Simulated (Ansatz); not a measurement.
# AlBClH4S: the cost of one run

Program: Ansatz 0.2.0. Level of theory: RKS PBE/6-31G*. These are calculated values, not measurements.

## Step 1: The starting structure

Bond lengths: B1–Al2 2.054 Å, Al2–S3 2.615 Å, Al2–Cl4 2.004 Å, B1–H5 1.174 Å, B1–H6 1.175 Å, S3–H7 1.336 Å, S3–H8 1.336 Å. Angles: B1–Al2–S3 102.7°, B1–Al2–Cl4 158.9°, S3–Al2–Cl4 98.4°, Al2–B1–H5 122.4°, Al2–B1–H6 120.1°, H5–B1–H6 117.4°, Al2–S3–H7 97.3°, Al2–S3–H8 97.3°, H7–S3–H8 92.7°.

Coordinates:

```xyz
8

B    -0.8684    1.7957   -0.2034
Al   -0.3557   -0.0966   -0.8151
S     1.0246   -1.0017    1.2128
Cl   -0.2380   -1.7120   -1.9945
H    -1.5120    2.5189   -0.8669
H    -0.5173    2.1921    0.8453
H     2.0448   -1.5059    0.5120
H     0.4220   -2.1906    1.3098
```

## Step 2: Preparing the start

Input file input.yaml:

```yaml
crystal:
  periodic: [false, false, false]
  atoms:
    - { symbol: B, position_ang: [-0.86839, 1.79571, -0.20336] }
    - { symbol: Al, position_ang: [-0.35566, -0.09658, -0.81505] }
    - { symbol: S, position_ang: [1.02461, -1.00168, 1.21279] }
    - { symbol: Cl, position_ang: [-0.23804, -1.71195, -1.99451] }
    - { symbol: H, position_ang: [-1.51199, 2.51892, -0.86692] }
    - { symbol: H, position_ang: [-0.51728, 2.19208, 0.84526] }
    - { symbol: H, position_ang: [2.04477, -1.50595, 0.51197] }
    - { symbol: H, position_ang: [0.42198, -2.19056, 1.30983] }
total_charge: 1
basis:
  gaussian: { orbitals: "6-31G*" }
hamiltonian:
  xc: pbe
relax:
  f_tol: 0.02
  max_steps: 40
scf:
  lower_state_search: "off"
output:
  orbitals: {}
```

Launch:

```sh
$ ansatz run input.yaml --threads 1 --pin off --max-ram 2048MiB --backend cpu --events-out ev --progress --plain --runs-dir out
```

**Question.** How long does this run take on 1 thread of an Arm CPU, shared host, and how much memory does it need?

About 19 s, with a peak of 0.13 GiB.
